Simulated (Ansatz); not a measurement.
# ScZn: the crystal squeezed far

One table from this session's results is given with a row withheld; the runs are named, their logs left out.

Computed with Ansatz 0.2.0 (DFT PBEsol, with the methods named in each step, unless a step's input says otherwise).

1 further run of the same task is left out (it didn't finish).

## The system as given

It takes space group Pm-3m (No. 221, cubic). The conventional cell has a = 3.350 Å, b = 3.350 Å, c = 3.350 Å, α = 90.00°, β = 90.00°, γ = 90.00°. Sc (site symmetry m-3m) has 8 Zn at 2.90 Å as nearest neighbours. Around Zn (site symmetry m-3m) lie 8 Sc at 2.90 Å.

As a file:

```cif
data_structure
_symmetry_space_group_name_H-M 'Pm-3m'
_symmetry_Int_Tables_number 221
_cell_length_a 3.3500
_cell_length_b 3.3500
_cell_length_c 3.3500
_cell_angle_alpha 90.000
_cell_angle_beta 90.000
_cell_angle_gamma 90.000
_cell_volume 37.60
loop_
_atom_site_label
_atom_site_type_symbol
_atom_site_symmetry_multiplicity
_atom_site_Wyckoff_symbol
_atom_site_fract_x
_atom_site_fract_y
_atom_site_fract_z
_atom_site_occupancy
Sc1 Sc 1 a 0.00000 0.00000 0.00000 1
Zn1 Zn 1 b 0.50000 0.50000 0.50000 1
```

The file gives the conventional cell by its symmetry; the runs use the cell typed in the input.

Whether this phase is the stable one at these pressures isn't tested.

Atoms are numbered in the order of the input: Sc1, Zn2.

Set-up of the first run:

Input file input.yaml:

```yaml
crystal:
  lattice:
    - [3.35, 0.0, 0.0]
    - [0.0, 3.35, 0.0]
    - [0.0, 0.0, 3.35]
  atoms:
    - { symbol: Sc, position: [0.0, 0.0, 0.0] }
    - { symbol: Zn, position: [0.5, 0.5, 0.5] }
kpoints:
  mp_grid: { grid: [11, 11, 11] }
  band_path:
    path:
      - [0.0, 0.0, 0.0]
      - [0.0, 0.5, 0.0]
      - [0.5, 0.5, 0.0]
      - [0.0, 0.0, 0.0]
      - [0.5, 0.5, 0.5]
      - [0.0, 0.5, 0.0]
      - [0.5, 0.5, 0.5]
      - [0.5, 0.5, 0.0]
    npoints: 14
scf:
  occupations: { method: fermi_dirac, width: 0.05 }
hamiltonian:
  xc: pbesol
  pseudopotentials: { kind: all_electron, lapw: { basis_error: 0.001 } }
output:
  forces: true
  stress: true
  eigenvalues: true
  populations: true
```

On the command line:

```console
> ansatz run input.yaml --threads 1 --pin off --max-ram 2048MiB --backend cpu --events-out ev --progress --plain --runs-dir out
```

Steps of the session up to this table: The reference volume, LAPW; Volume scaled by 1, norm-conserving; Volume scaled by 0.85, LAPW; Volume scaled by 0.75, LAPW; Volume scaled by 0.45, LAPW; Volume scaled by 0.45, norm-conserving.

One of the session's tables, all rows but one given; the rest of the session is left out.

```
         method  volume over the first  volume (Å³/atom)  pressure (GPa)
           LAPW                      1            18.798           -3.37
           LAPW                   0.85            15.978           12.69
           LAPW                   0.75            14.098           33.73
           LAPW                   0.45             8.459          271.90
            PAW                      1            18.798           -3.37
            PAW                   0.85            15.978           12.69
            PAW                   0.75            14.098           33.74
            PAW                   0.45             8.459          271.78
norm-conserving                      1                 ?               ?
norm-conserving                   0.45             8.459          271.86
```

Q: Estimate the row for norm-conserving, 1 from the others.

The run gave: volume (Å³/atom): 18.798; pressure (GPa): -3.44.

Caveats from the session: Rows by PAW come from runs of the same series that aren't printed here. Warnings in the runs' records: stress scf threshold loose.
